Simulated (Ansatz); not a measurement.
**GeH₂O (singlet): the correlation ladder, cc-pVDZ**

The task here is to estimate one member of a computed series from the others.

Program: Ansatz 0.2.0, Gaussian basis. Level of theory: cc-pVDZ, core rule «outside noble gas», up to 15 orbitals frozen. These are calculated values, not measurements.

The runs, in order: UHF; CCSD(T) on RHF; BCCD(T) on RHF; CISD; CCSDT(Q) on RHF.

23 further runs of the same task are left out: 9 for a known fault of the program, 6 that didn't finish, 8 set aside as unsound or not needed.

## What is computed

The geometry is a PBE0/def2-TZVP stationary point (not a proven minimum). No spin-orbit coupling is included. The filled d shell of Ge may be among the frozen orbitals whatever the setting's name suggests; the logs give the count.

4 atoms, charge 0, spin multiplicity 1.

Atoms are counted from 1 here; the program's logs count them from 0.

Bond lengths: Ge1–O2 1.791 Å, Ge1–H3 1.599 Å, O2–H4 0.961 Å. Angles: O2–Ge1–H3 92.3°, Ge1–O2–H4 111.5°.

Coordinates:

```mol
GeH2O
  3D, bonds by distance, orders not assigned

  4  3  0  0  0  0  0  0  0  0999 V2000
    0.0000   -0.0451    0.3362 Ge  0  0
    0.0000    0.1518   -1.4436 O   0  0
    0.0000    1.5359    0.5766 H   0  0
    0.0000   -0.6985   -1.8920 H   0  0
  1  2  8  0
  1  3  8  0
  2  4  8  0
M  END
```

The first run:

in.yaml reads:

```yaml
crystal:
  periodic: [false, false, false]
  atoms:
    - {symbol: Ge, position_ang: [0.000000, -0.045054, 0.336205]}
    - {symbol: O, position_ang: [0.000000, 0.151798, -1.443563]}
    - {symbol: H, position_ang: [0.000000, 1.535873, 0.576619]}
    - {symbol: H, position_ang: [0.000000, -0.698502, -1.891995]}
basis:
  gaussian: {orbitals: cc-pVDZ}
magnetization: {spin_polarized: true, initial_magnetization: 0}
hamiltonian: {xc: hf}
output: {orbitals: {seedname: orbitals}}
```

The run is started by

```bash
> ansatz run in.yaml --threads 1 --pin off --events-out ev --progress --plain --max-ram 2393MiB
```

Steps of the session up to this table: UHF; CCSD(T) on RHF; BCCD(T) on RHF; CISD; CCSDT(Q) on RHF.

One of the session's tables, all rows but one given; the rest of the session is left out.

```
   method  from RCCSDT(Q) (meV)
      RHF               +8274.1
     RMP2                     ?
    RCCSD                +248.6
 RCCSD(T)                 +43.9
  BCCD(T)                 +40.7
   RCCSDT                 +26.2
RCCSDT(Q)                     0
```

Q: Estimate the row for RMP2 from the others.

The run gave: from RCCSDT(Q) (meV): +822.4. In the column «from RCCSDT(Q) (meV)» it lies between RCCSD (+248.6) and RHF (+8274.1).

Not comparable, so not listed: CISD (they don't share determinant, frozen orbitals or solution with the rows shown, or repeat one).

With the free atoms at the same levels and basis (separate runs), the atomisation energy is 10.900 eV at RCCSDT(Q), 10.869 eV at RCCSD(T), 7.395 eV at RHF.
